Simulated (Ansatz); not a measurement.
**La2FeCo2C (element-swapped structure): how the settings move a relaxation**

Question: which choices in the input matter for La2FeCo2C (element-swapped structure)?

Computed with Ansatz 0.2.0 (reference: DFT PBE, plane waves, PAW, scalar-relativistic, no spin polarisation, unless a step's input says otherwise).

1 further run of the same task is left out (it didn't finish).

## Step 1: The system as given

Symmetry: Immm, No. 71, orthorhombic system. The conventional cell has a = 4.045 Å, b = 6.170 Å, c = 9.083 Å, α = 90.00°, β = 90.00°, γ = 90.00°. La (site symmetry mm2) has 2 C at 2.66 Å as nearest neighbours. Around Co (site symmetry m2m) lie 1 C at 1.82 Å. Around Fe (site symmetry mmm) lie 4 Co at 2.38 Å. Around C (site symmetry mmm) lie 2 Co at 1.82 Å.

Coordinates:

```cif
data_structure
_symmetry_space_group_name_H-M 'P 1'
_symmetry_Int_Tables_number 1
_cell_length_a 5.8509
_cell_length_b 4.0446
_cell_length_c 5.8509
_cell_angle_alpha 69.779
_cell_angle_beta 116.355
_cell_angle_gamma 110.221
_cell_volume 113.34
loop_
_atom_site_label
_atom_site_type_symbol
_atom_site_fract_x
_atom_site_fract_y
_atom_site_fract_z
_atom_site_occupancy
La1 La 0.30991 0.80991 0.69009 1
La2 La 0.69009 0.19009 0.30991 1
Co1 Co 0.79560 0.50000 0.79560 1
Co2 Co 0.20440 0.50000 0.20440 1
Fe1 Fe 0.00000 0.00000 0.00000 1
C1 C 0.50000 0.50000 0.50000 1
```

## Step 2: The reference run

File input.yaml:

```yaml
crystal:
  lattice:
    - [-2.022292, 3.085098, 4.54153]
    - [4.044584, 0.0, 0.0]
    - [2.022292, 3.085098, -4.54153]
  atoms:
    - { symbol: La, position: [0.30991, 0.80991, 0.69009] }
    - { symbol: La, position: [0.69009, 0.19009, 0.30991] }
    - { symbol: Co, position: [0.7956, 0.5, 0.7956] }
    - { symbol: Co, position: [0.2044, 0.5, 0.2044] }
    - { symbol: Fe, position: [0.0, 0.0, 0.0] }
    - { symbol: C, position: [0.5, 0.5, 0.5] }
  symmetry: { tolerance: 0.0003 }
kpoints:
  mp_grid: { grid: [5, 5, 5], shift: [0, 0, 0] }
magnetization:
  spin_polarized: false
scf:
  occupations: { method: gaussian, width: 0.0121 }
hamiltonian:
  pseudopotentials: { kind: paw }
  xc: pbe
basis:
  ecutwfc: 420
output:
  forces: true
  stress: true
  eigenvalues: true
  write_density: true
  write_potential: true
  elf: true
  volumetric_format: npy
relax:
  max_steps: 40
  cell: {}
```

Run with:

```console
ansatz run input.yaml --threads 1 --pin off --max-ram 2560MiB --backend cpu --events-out ev --progress --plain --runs-dir out
```

## Step 3: Variant: lower_state_search light

input.yaml, as its differences from that of step 2:

```diff
@@ -19,2 +19,3 @@
   occupations: { method: gaussian, width: 0.0121 }
+  lower_state_search: light
 hamiltonian:
@@ -28,6 +29,2 @@
   eigenvalues: true
-  write_density: true
-  write_potential: true
-  elf: true
-  volumetric_format: npy
 relax:
```

## Step 4: Changing settings: ecutrho_ratio 12

input.yaml, as its differences from that of step 2:

```diff
@@ -24,2 +24,3 @@
   ecutwfc: 420
+  ecutrho_ratio: 12
 output:
```

## Step 5: Changed: mp_grid.shift [0.5, 0.5, 0.5], f_tol 0.001, max_displacement 0.1

input.yaml, as its differences from that of step 2:

```diff
@@ -14,3 +14,3 @@
 kpoints:
-  mp_grid: { grid: [5, 5, 5], shift: [0, 0, 0] }
+  mp_grid: { grid: [5, 5, 5], shift: [0.5, 0.5, 0.5] }
 magnetization:
@@ -28,6 +28,2 @@
   eigenvalues: true
-  write_density: true
-  write_potential: true
-  elf: true
-  volumetric_format: npy
 relax:
@@ -35 +31,3 @@
   cell: {}
+  f_tol: 0.001
+  max_displacement: 0.1
```

Before running it: what results should come out? Wanted: for each run, ending; energy change; pressure; gap; force.

The runs gave:

```csv
run,ending,energy change,pressure (GPa),gap (eV),force (eV/Å),cycles,time
reference,converged,0,0.0,0.00,0.00,-,36 s
1: lower_state_search light,converged,0.0 meV/atom,0.0,0.00,0.00,-,33 s
2: ecutrho_ratio 12,converged,0.0 meV/atom,0.0,0.00,0.00,-,43 s
"3: mp_grid.shift [0.5, 0.5, 0.5], f_tol 0.001, max_displacement 0.1",converged,-8.7 meV/atom,0.0,0.00,0.00,-,40 s
```

Times don't compare one to one where runs were asked for different outputs or read a saved state (see the inputs); cycles may leave out searches for a lower state.

**Reading.** Of the converged runs whose energies compare with the reference's, «mp_grid.shift [0.5, 0.5, 0.5], f_tol 0.001, max_displacement 0.1» moves the energy most (-8.7 meV/atom). The reference leaves spin out although Co and Fe can carry a moment, so its state need not be the lowest.

The reference is no final answer either: its mesh is coarse for a cell with so small a gap or none.
